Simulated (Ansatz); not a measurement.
# Titanium, A15 under BLYP: relaxation and energy

The plan for titanium in the A15 structure: relax it, then solve it on a dense k-mesh. Spin polarisation is left out. The k-meshes are 5×5×5 for the relaxation; 7×7×7 for the dense run.

Method: DFT BLYP, plane waves (420 eV) with PAW, scalar-relativistic; PAW files made under PBE, frozen cores solved again for the functional, in Ansatz 0.2.0.

### Step 1. Starting point

It takes space group Pm-3n (No. 223, cubic). The conventional cell has a = 5.208 Å, b = 5.208 Å, c = 5.208 Å, α = 90.00°, β = 90.00°, γ = 90.00°. Ti (site symmetry m-3) has 12 Ti at 2.91 Å as nearest neighbours. Ti (site symmetry -4m2) has 6 Ti at 2.60 to 2.91 Å as nearest neighbours.

Coordinates:

```cif
data_structure
_symmetry_space_group_name_H-M 'Pm-3n'
_symmetry_Int_Tables_number 223
_cell_length_a 5.2081
_cell_length_b 5.2081
_cell_length_c 5.2081
_cell_angle_alpha 90.000
_cell_angle_beta 90.000
_cell_angle_gamma 90.000
_cell_volume 141.27
loop_
_atom_site_label
_atom_site_type_symbol
_atom_site_symmetry_multiplicity
_atom_site_Wyckoff_symbol
_atom_site_fract_x
_atom_site_fract_y
_atom_site_fract_z
_atom_site_occupancy
Ti1 Ti 2 a 0.00000 0.00000 0.00000 1
Ti2 Ti 6 c 0.25000 0.00000 0.50000 1
```

### Step 2. Relaxation of the cell

input.yaml reads:

```yaml
crystal:
  lattice:
    - [5.2080934678, 0.0, 0.0]
    - [0.0, 5.2080934678, 0.0]
    - [0.0, 0.0, 5.2080934678]
  atoms:
    - { symbol: Ti, position: [0.0, 0.0, 0.0] }
    - { symbol: Ti, position: [0.5, 0.5, 0.5] }
    - { symbol: Ti, position: [0.25, 0.0, 0.5] }
    - { symbol: Ti, position: [0.75, 0.0, 0.5] }
    - { symbol: Ti, position: [0.5, 0.25, 0.0] }
    - { symbol: Ti, position: [0.5, 0.75, 0.0] }
    - { symbol: Ti, position: [0.0, 0.5, 0.25] }
    - { symbol: Ti, position: [0.0, 0.5, 0.75] }
hamiltonian:
  xc: blyp
  pseudopotentials:
    kind: paw
    azcp:
      Ti: "pseudopotentials/Ti.paw.azcp"
basis:
  ecutwfc: 420
  fft_grid_basis: typed
kpoints:
  mp_grid: { grid: [5, 5, 5], shift: [0, 0, 0] }
magnetization:
  spin_polarized: false
scf:
  occupations: { method: fermi_dirac, width: 0.1 }
relax:
  max_steps: 60
  f_tol: 0.01
  cell: {}
```

Started as:

```sh
$ ansatz run input.yaml --threads 4 --pin off --max-ram 8192MiB --backend cpu --events-out ev --progress --plain --runs-dir out
```

Further steps of the session: The energy on a finer k-mesh.

Before running it: what results should come out? Wanted: space group; conventional cell; volume; shortest distance; gap on the mesh; relative to hcp.

**Answer**, as computed:

| quantity | value |
| --- | --- |
| space group (spins left aside) | Pm-3n (No. 223) |
| conventional cell | a = 5.234 Å |
| volume | 17.927 Å³/atom |
| shortest distance | 2.617 Å |
| gap on the mesh | none (levels filled in part) |
| relative to hcp | +176 meV/atom |

In words: From the guessed start the volume grew by 1.5 % in 4 steps. It lies 176 meV/atom above the element's usual form at the same level (hcp, from a run of its own), so it is far from stable. Levels at the Fermi energy are filled in part, as in a metal. The symmetry was held, so the structure may be unstable against distortions that break it.
